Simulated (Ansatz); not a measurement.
## Co, space group P6_3/mmc: a convergence test of the k-point mesh, step by step

With the Ansatz DFT code, driven from Python.

Notebook, run cell by cell (the value of a cell's last expression is shown):

**Cell 1**
```python
from dataclasses import dataclass

import ansatz as az


@dataclass(frozen=True)
class Settings:
    functional: str = "lda"
    cutoff_ev: int = 510
```

**Cell 2**
```python
cfg = Settings()
```

**Cell 3**
```python
structure = (
    az.Lattice.of((2.470562, 0.0, 0.0), (-1.235281, 2.139569, 0.0), (0.0, 0.0, 8.088234))
    .atom("Co", (0.0, 0.0, 0.0))
    .atom("Co", (1 / 3, 2 / 3, 0.25))
    .atom("Co", (0.0, 0.0, 0.5))
    .atom("Co", (2 / 3, 1 / 3, 0.75))
    .moments(Co=3.2)
)
```

**Cell 4**
```python
calc = (
    structure.calculation()
    .functional(cfg.functional)
    .pseudopotentials("paw")
    .basis(cfg.cutoff_ev)
    .occupations(az.OccupationsMethod.FERMI_DIRAC)
    .spin("collinear")
)

rows = []
for value in [0.8, 0.6, 0.5, 0.4, 0.33]:
    data = calc.kpoints(spacing=value).run(threads=1).report
    rows.append((value, data["free_energy_ev"] / len(data["lattice"]["sites"]), data["n_iterations"], data["magnetization_mub"], data["n_kpoints"]))

print("spacing (1/A)   F/atom (eV)    iterations  moment (muB)      k-points")
for row in rows:
    print(f"{str(row[0]):>12s}  {row[1]:12.5f}  {row[2]:12d}  {row[3]:12.3f}  {row[4]:12d}")
```
Output:
```text
DeckWarning: where an SCF of this run starts from atoms to list the orders of its open shells, Co (sites 0, 1, 2, 3, from 0) starts with 3.00 μB on its 3d shell, in the place of the 3.20 μB that the deck gives it: its open shells can hold no more by Hund's first rule. To start from spheres of the given moment, type scf.initial_density.shell_occupations: []
spacing (1/A)   F/atom (eV)    iterations  moment (muB)      k-points
         0.8   -5062.71188            14         6.793             4
         0.6   -5062.71785            13         6.674            10
         0.5   -5062.75754            14         6.299            14
         0.4   -5062.74217            11         6.375            20
        0.33   -5062.74284            14         6.119            24
```

**Cell 5**
```python
# differences from the last row
for row in rows[:-1]:
    shift = 1000 * (row[1] - rows[-1][1])
    print(f"{row[0]}: {shift:+.2f} meV/atom" + ("  (within 1 meV)" if abs(shift) < 1 else ""))
```
Output:
```text
0.8: +30.96 meV/atom
0.6: +24.99 meV/atom
0.5: -14.70 meV/atom
0.4: +0.68 meV/atom  (within 1 meV)
```

From a spacing of 0.4 (8×8×2) on it stays within 1 meV an atom of the value at a spacing of 0.33 (9×9×3); the first row (a spacing of 0.8 (4×4×1)) is off by 31.0 meV and the last but one by 0.68 meV. That rests on few rows after larger swings, so the series isn't shown to be converged. This holds for F at a smearing of 0.1 eV; a narrower one needs a denser mesh. It goes up and down, since the sum over k-points isn't variational. The last run costs about 3.4 times the first.

What to keep in mind:
- The magnetic order follows from the starting moments and needn't be the lowest.
- Warnings are shown shortened and without file and line.
- Shifts are counted from the finest mesh, which is itself no proven limit.
- By the engine's processor time: 25 s on 1 thread of Intel(R) Xeon(R) Processor @ 2.30GHz, on a shared host, peak memory 0.6 GiB.
